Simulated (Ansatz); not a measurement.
# C₈H₁₆: up Jacob's ladder to CCSD(T)

The task here is to estimate one member of a computed series from the others.

Computed with Ansatz 0.2.0, Gaussian basis. Level: functionals in def2-TZVPP, the program's frozen cores in correlated methods.

Plan: PBE-D4, r2SCAN-D4, PBE0-D4, B3LYP-D4, ωB97X-V, ωB97M-V, B2PLYP; CCSD(T)/def2-TZVPP; MP2/def2-QZVPP; extrapolation to the limit.

## The geometry

An earlier PBE0-D4 in a triple-zeta def2 set relaxation fixed the geometry.

24 atoms, charge 0, spin multiplicity 1.

Atoms are counted from 1 here; the program's logs count them from 0.

Bond lengths: C1–C2 1.524 Å, C1–H9 1.093 Å, C1–H10 1.092 Å, C1–H11 1.093 Å, C2–C3 1.531 Å, C2–C7 1.538 Å, C2–H12 1.097 Å, C3–C4 1.523 Å, C3–H13 1.095 Å, C3–H14 1.096 Å, C4–C5 1.522 Å, C4–H15 1.096 Å, C4–H16 1.094 Å, C5–C6 1.523 Å, C5–H17 1.094 Å, C5–H18 1.096 Å, C6–C7 1.531 Å, C6–H19 1.095 Å and more. Angles: C2–C1–H9 110.8°, C2–C1–H10 112.3°, C2–C1–H11 110.9°, H9–C1–H10 107.4°, H9–C1–H11 107.8°, H10–C1–H11 107.4°, C1–C2–C3 111.7°, C1–C2–C7 111.8°, C1–C2–H12 107.0°, C3–C2–C7 111.2°, C3–C2–H12 107.5°, C7–C2–H12 107.2°, C2–C3–C4 112.8°, C2–C3–H13 109.3°, C2–C3–H14 109.3°, C4–C3–H13 110.3°, C4–C3–H14 108.7°, H13–C3–H14 106.1° and more.

The first run:

File in.yaml:

```yaml
crystal:
  periodic: [false, false, false]
  atoms:
    - {symbol: C, position_ang: [-0.836870, -0.800677, -1.901665]}
    - {symbol: C, position_ang: [0.042380, 0.187584, -1.145759]}
    - {symbol: C, position_ang: [1.309711, -0.480052, -0.605140]}
    - {symbol: C, position_ang: [1.031110, -1.411359, 0.567583]}
    - {symbol: C, position_ang: [0.294901, -0.680581, 1.681401]}
    - {symbol: C, position_ang: [-0.982763, -0.035898, 1.159696]}
    - {symbol: C, position_ang: [-0.732612, 0.901346, -0.024839]}
    - {symbol: C, position_ang: [-0.042457, 2.188005, 0.410279]}
    - {symbol: H, position_ang: [-1.708081, -0.297698, -2.329563]}
    - {symbol: H, position_ang: [-1.205694, -1.603775, -1.259789]}
    - {symbol: H, position_ang: [-0.283649, -1.266218, -2.721765]}
    - {symbol: H, position_ang: [0.354439, 0.955169, -1.865258]}
    - {symbol: H, position_ang: [1.805837, -1.025539, -1.414609]}
    - {symbol: H, position_ang: [2.016630, 0.291903, -0.281145]}
    - {symbol: H, position_ang: [0.428232, -2.263750, 0.233434]}
    - {symbol: H, position_ang: [1.970304, -1.830288, 0.941176]}
    - {symbol: H, position_ang: [0.057603, -1.368856, 2.498176]}
    - {symbol: H, position_ang: [0.952762, 0.085061, 2.108830]}
    - {symbol: H, position_ang: [-1.484108, 0.517506, 1.960530]}
    - {symbol: H, position_ang: [-1.677455, -0.827023, 0.856132]}
    - {symbol: H, position_ang: [-1.710502, 1.184303, -0.434614]}
    - {symbol: H, position_ang: [-0.628062, 2.704736, 1.175392]}
    - {symbol: H, position_ang: [0.077773, 2.869991, -0.435613]}
    - {symbol: H, position_ang: [0.950590, 2.006101, 0.827130]}
basis:
  gaussian: {orbitals: def2-TZVPP}
hamiltonian: {xc: pbe, dispersion: d4}
output: {forces: true, orbitals: {seedname: orbitals}}
```

Command:

```console
> ansatz run in.yaml --threads 4 --pin off --events-out ev --progress --plain --max-ram 66560MiB --backend cuda --devices 0, --max-vram 37GiB
```

Steps of the session up to this table: PBE-D4 (GGA); r2SCAN-D4 (meta-GGA); PBE0-D4 (hybrid); B3LYP-D4 (hybrid); ωB97X-V (range-separated); ωB97M-V (range-separated); B2PLYP (double hybrid); CCSD(T) in def2-TZVPP; MP2 in def2-QZVPP.

One of the session's tables, all rows but one given; the rest of the session is left out.

```
            method  atoms, summed (eV)  atomisation energy (eV)
            PBE-D4           -8445.370                  103.974
         r2SCAN-D4           -8453.549                  102.298
           PBE0-D4           -8448.035                  103.017
          B3LYP-D4           -8460.300                  102.060
           ωB97X-V           -8456.771                  102.262
           ωB97M-V           -8453.949                  102.358
            B2PLYP                   ?                        ?
     HF/def2-TZVPP           -8422.925                   77.436
    MP2/def2-TZVPP           -8437.317                  101.094
   CCSD/def2-TZVPP           -8441.760                   98.793
CCSD(T)/def2-TZVPP           -8442.202                  100.010
           MP2/CBS           -8439.775                  103.124
       CCSD(T)/CBS           -8444.660                  102.040
```

**Question.** Estimate the row for B2PLYP.

The run gave: atoms, summed (eV): -8451.695; atomisation energy (eV): 101.007. In the column «atoms, summed (eV)» it lies between r2SCAN-D4 (-8453.549) and PBE0-D4 (-8448.035).
